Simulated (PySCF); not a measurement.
# RuCl2⁺ (quartet) at other levels of theory

What do other methods print for RuCl2⁺ (quartet)?

The runs use PySCF 2.14.0; method and basis as typed in the scripts.

2 further runs of the same task are left out: 2 that didn't finish.

## 1. Starting geometry

RuCl2⁺ (quartet): 3 atoms, charge 1, spin multiplicity 4.

Bond lengths: Ru1–Cl2 2.142 Å, Ru1–Cl3 2.142 Å. Angles: Cl2–Ru1–Cl3 110.0°.

Coordinates:

```tsv
atom	x (Å)	y (Å)	z (Å)
Ru1	0.5001	0.0097	0.0000
Cl2	-0.7286	-0.0142	1.7549
Cl3	-0.7286	-0.0142	-1.7549
```

## 2. The base run

input.py reads:

```python
from pyscf import gto, scf, mp

mol = gto.M(
    atom='Ru 0.5001 0.0097 0; Cl -0.7286 -0.0142 1.7549; Cl -0.7286 -0.0142 -1.7549',
    basis='sbkjc',
    ecp={'Ru': 'sbkjc', 'Cl': 'sbkjc'},
    charge=1,
    spin=3,
    symmetry=True,
    verbose=3,
)
mf = scf.UHF(mol)
mf.level_shift = 0.3
mf = mf.newton()
mf.kernel()
mp.MP2(mf).kernel()
mf.dip_moment()
print('orbital energies (hartree):', [e[max(0, n-3):n+3].round(4) for e, n in zip(mf.mo_energy, mol.nelec)])
```

Launch:

```console
$ python input.py
```

## 3. Gradient

Edit 1 changes step after the SCF: mp2 → gradient.

input.py: that of step 2 with these lines changed.

```diff
@@ -1,2 +1,2 @@
-from pyscf import gto, scf, mp
+from pyscf import gto, scf
 
@@ -15,3 +15,3 @@
 mf.kernel()
-mp.MP2(mf).kernel()
+mf.nuc_grad_method().kernel()
 mf.dip_moment()
```

## 4. Polarisability

Edit 2 changes step after the SCF: mp2 → polarizability.

input.py: that of step 2 with these lines changed.

```diff
@@ -1,2 +1,3 @@
-from pyscf import gto, scf, mp
+from pyscf import gto, scf
+from pyscf.prop.polarizability import uhf as pol
 
@@ -15,3 +16,4 @@
 mf.kernel()
-mp.MP2(mf).kernel()
+print('polarizability (a.u.)')
+print(pol.Polarizability(mf).polarizability().round(4))
 mf.dip_moment()
```

## 5. ROHF

Edit 3 changes SCF type: UHF → ROHF.

input.py: that of step 2 with these lines changed.

```diff
@@ -11,3 +11,3 @@
 )
-mf = scf.UHF(mol)
+mf = scf.ROHF(mol)
 mf.level_shift = 0.3
@@ -17,2 +17,2 @@
 mf.dip_moment()
-print('orbital energies (hartree):', [e[max(0, n-3):n+3].round(4) for e, n in zip(mf.mo_energy, mol.nelec)])
+print('orbital energies (hartree):', mf.mo_energy[..., max(0, mol.nelec[1]-3):mol.nelec[0]+3].round(4))
```

Before running it: what results should come out? Wanted: for each run, E(SCF); from base; after the SCF.

As calculated:

```tsv
run	E(SCF) (hartree)	from base (eV)	after the SCF
base	-122.195071	0	MP2 correlation -6.525 eV
gradient	-122.195071	0.0000	n/a
polarisability	-122.195071	0.0000	mean α 9.7 bohr³
ROHF	-122.154399	+1.1067	MP2 correlation -8.315 eV
```

Total energies from different bases, Hamiltonians or methods carry different errors, so properties are taken as differences within one set-up.
